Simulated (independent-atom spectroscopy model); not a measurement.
# TaF3: spectra and optical constants from atomic data

What would one expect for TaF3? Wanted: its thin-foil X-ray spectrum, its attenuation of X-rays, its core-loss edges and its X-ray refractive index.

Method: independent atoms, textbook formulas over atomic cross sections; no chemical shifts or fine structure; level and line energies, yields and scattering factors come from tables; computed with independent-atom spectroscopy model, version 2.

## Step 1: The sample

* formula: TaF3
* density: 6.655 g/cm³ (from a deposited cell)
* molar mass: 237.94 g/mol
* atoms per volume: 67.4 per nm³

```csv
element,atoms (%),mass (%)
Ta,25.0,76.0
F,75.0,24.0
```

## Step 2: X-ray lines from a thin foil

Model: thin-foil X-ray emission: photons = atoms x relativistic binary-encounter-Bethe cross section (averaged denominator) with Coster-Kronig feeding x tabulated yield and branching; no absorption or detector response; main K, L (from Ca) and M (from Gd) lines over 0.5 percent, close pairs merged.

The inputs of this calculation:

```json
{
  "elements": ["Ta", "F"],
  "counts": [1, 3],
  "density": 6.655,
  "beam_energy": 60.0,
  "range_end": 40
}
```

Units: density in g/cm³, beam_energy in keV, range_end in keV.

## Step 3: Attenuation of hard X-rays

Model: mass attenuation by the mixture rule over the Elam, Ravel and Sieber tables (photoabsorption, coherent and incoherent scattering); narrow-beam half-value layer.

The inputs of this calculation:

```json
{
  "elements": ["Ta", "F"],
  "counts": [1, 3],
  "density": 6.655,
  "photon_energy": [1.62, 4.29, 13.4, 30, 50, 80, 140.5, 200, 300, 511]
}
```

Units: density in g/cm³, photon_energy in keV.

## Step 4: Energy-loss signals

Model: core-loss signal of a thin specimen = atoms x partial cross section (first Born, Dirac-Hartree-Slater continuum), each subshell from its own tabulated edge; single scattering, no white lines; K, p, d and f edges from 35 to 3200 eV, the lower partner alone where a pair is split widely.

The inputs of this calculation:

```json
{
  "elements": ["Ta", "F"],
  "counts": [1, 3],
  "density": 6.655,
  "beam_energy": 80,
  "collection_angle": 20,
  "window": 100
}
```

Units: density in g/cm³, beam_energy in keV, collection_angle in mrad, window in eV.

## Step 5: X-ray refractive index

Model: refractive index n = 1 - delta + i beta from Henke atomic scattering factors, independent atoms (rough under about 100 eV); 1/e length of the intensity, critical angle sqrt(2 delta) where beta is under 0.3 delta.

The inputs of this calculation:

```json
{
  "elements": ["Ta", "F"],
  "counts": [1, 3],
  "density": 6.655,
  "photon_energy": [91.84, 183.3, 524.9, 1150.0, 2260.0, 3250.0, 5414.7, 6240.0, 9251.7, 12398.4]
}
```

Units: density in g/cm³, photon_energy in eV.

What does the calculation give? Wanted: strongest thin-foil line; strongest loss edge.

**Answer**, as computed:

| quantity | value |
| --- | --- |
| strongest thin-foil line | F Kα1+2, 0.6768 keV |
| half-value layer at 1.620 and 511.0 keV | 7.44e-04 and 8.71 mm |
| strongest loss edge | Ta N45, 226.4 eV |
| δ, β at 12398 eV | 7.25e-06, 8.44e-07 |
| 1/e length at 12398 eV | 9.43 μm |
| critical angle there | 0.218° |

What this shows: The strongest feature of the thin-foil spectrum is F Kα1+2 at 0.6768 keV. With 25 % of the atoms, Ta carries 66 % of the listed signal. Ta Mα1+2 follows closely at 93 %. Compton scattering overtakes photoabsorption between 300.0 and 511.0 keV. μ/ρ rises across an edge between 50 and 80 keV. The strongest feature of the loss spectrum is Ta N45 at 226.4 eV. With 25 % of the atoms, Ta carries 72 % of the listed signal. Giant resonances, which reshape such edges, are outside the model. An edge falls between 9252 and 12400 eV, where β grows with energy instead of falling. These are estimates from free-atom data; close to edges a real sample differs.
